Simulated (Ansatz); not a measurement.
**AsBFH₃: up Jacob's ladder to CCSD(T)**

The task here is to estimate one member of a computed series from the others.

Method: functionals in def2-TZVPP, the program's frozen cores in correlated methods; program: Ansatz 0.2.0, Gaussian basis.

The runs, in order: LDA (SPW92), PBE-D4, revPBE-D4, BLYP-D4, r2SCAN-D4, B97M-V, PBE0-D4, B3LYP-D4, r2SCANh-D4, r2SCAN0-D4, HSE06-D4, BHLYP-D4, CAM-B3LYP-D4, LC-ωPBE, ωB97X-V, ωB97M-V, B2PLYP, PBE-QIDH; CCSD(T)/def2-SVP; CCSD(T)/def2-TZVPP; MP2/def2-QZVPP; extrapolation to the limit; RPA on PBE.

### The geometry

The geometry comes from an earlier relaxation with PBE0-D4 in a triple-zeta def2 set; it is a stationary point.

SMILES `FB[AsH2]`, 6 atoms, charge 0, spin multiplicity 1.

Atoms are counted from 1 here; the program's logs count them from 0.

Bond lengths: F1–B2 1.319 Å, B2–As3 2.029 Å, B2–H4 1.199 Å, As3–H5 1.517 Å, As3–H6 1.517 Å. Angles: F1–B2–As3 120.0°, F1–B2–H4 117.7°, As3–B2–H4 122.1°, B2–As3–H5 93.9°, B2–As3–H6 95.7°, H5–As3–H6 95.3°.

The first run:

in.yaml reads:

```yaml
crystal:
  periodic: [false, false, false]
  atoms:
    - {symbol: F, position_ang: [-1.860991, -0.268242, 0.256031]}
    - {symbol: B, position_ang: [-0.693083, -0.481899, -0.319535]}
    - {symbol: As, position_ang: [0.750095, 0.941733, -0.243930]}
    - {symbol: H, position_ang: [-0.563869, -1.486983, -0.961191]}
    - {symbol: H, position_ang: [1.865610, -0.055557, 0.003648]}
    - {symbol: H, position_ang: [0.544339, 1.286950, 1.218676]}
basis:
  gaussian: {orbitals: def2-TZVPP}
hamiltonian: {xc: lda}
output: {orbitals: {seedname: orbitals}}
```

The run is started by

```bash
$ ansatz run in.yaml --threads 2 --pin off --events-out ev --progress --plain --max-ram 4352MiB
```

Steps of the session up to this table: LDA; PBE-D4 (GGA); revPBE-D4 (GGA); BLYP-D4 (GGA); r2SCAN-D4 (meta-GGA); B97M-V (meta-GGA); PBE0-D4 (hybrid); B3LYP-D4 (hybrid); r2SCANh-D4 (hybrid); r2SCAN0-D4 (hybrid); HSE06-D4 (hybrid); BHLYP-D4 (hybrid); CAM-B3LYP-D4 (range-separated); LC-ωPBE (range-separated); ωB97X-V (range-separated); ωB97M-V (range-separated); B2PLYP (double hybrid); PBE-QIDH (double hybrid).

One of the session's tables, all rows but one given; the rest of the session is left out.

It belongs to the step «Frontier levels by functional». 

```
  functional  HOMO (eV)  gap (eV)
 LDA (SPW92)      -6.54      4.05
      PBE-D4      -6.40      4.17
   revPBE-D4      -6.34      4.22
     BLYP-D4      -6.26      4.18
   r2SCAN-D4          ?         ?
      B97M-V      -6.70      4.73
     PBE0-D4      -7.53      6.26
    B3LYP-D4      -7.32      5.84
  r2SCANh-D4      -7.08      5.51
  r2SCAN0-D4      -7.71      6.63
    HSE06-D4      -7.13      5.48
    BHLYP-D4      -8.52      8.28
CAM-B3LYP-D4      -8.81      8.65
     LC-ωPBE     -10.10     11.13
     ωB97X-V      -9.77     10.71
     ωB97M-V      -9.64     10.36
```

**Question.** Estimate the row for r2SCAN-D4.

Worked estimate for «HOMO (eV)». Against the share of exact exchange, r2SCANh-D4 (0.1, -7.08), r2SCAN0-D4 (0.25, -7.71) give a slope of -4.20 per unit share; at 0 the line stands at -6.66.

The run gave: HOMO (eV): -6.67; gap (eV): 4.76. In «HOMO (eV)» the line misses by +0.01.
